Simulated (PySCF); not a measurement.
# C5H11GeOP: the cost of one run

Programs: PySCF 2.14.0, with routines of our own; each step states its level. All values are computed. Atoms count from 0.

## 1. The starting structure

19 atoms, charge 1, multiplicity 2; geometry from: GFN2-xTB.

## 2. Open-shell or spin-flip excitations: unrestricted TDA BHandHLYP/def2-SVP

What the job is given:

```
{"job": {"kind": "uabs", "xc": "BHandHLYP", "basis": "def2-SVP", "nstates": 10, "tda": true}, "charge": 1, "multiplicity": 2}
C     -1.239870    -1.534990     0.675593
C     -1.264921    -0.478879    -0.414845
C     -0.078415     0.368802    -0.495838
C     -0.053971     1.700127    -0.568443
C     -1.297095     2.473698    -0.478633
O     -2.402551     2.017209    -0.387206
Ge     1.729741    -0.606294    -0.574282
P      2.178949    -1.094193     1.657230
H     -1.024302    -1.093872     1.646968
H     -2.201572    -2.038724     0.725413
H     -0.482586    -2.291516     0.454522
H     -1.434561    -0.951689    -1.389423
H     -2.127306     0.212407    -0.250082
H      0.861214     2.264804    -0.661023
H     -1.129751     3.563134    -0.484688
H      2.615979     0.330379    -1.373767
H      1.428667    -1.798703    -1.453323
H      2.377699     0.250837     1.990458
H      3.534851    -1.283285     1.373907
```

Method: unrestricted TDA BHandHLYP/def2-SVP, vertical, gas phase, core orbitals frozen in the response.

Launch:

```
OMP_NUM_THREADS=1 python excited_run.py task.json out
```

The driver reads the jobs from task.json and runs them one after another.

Q: Estimate the wall time and peak memory of this first job on 1 thread of Arm Neoverse V1, shared host.

About 1.9 min, with a peak of 0.75 GiB.
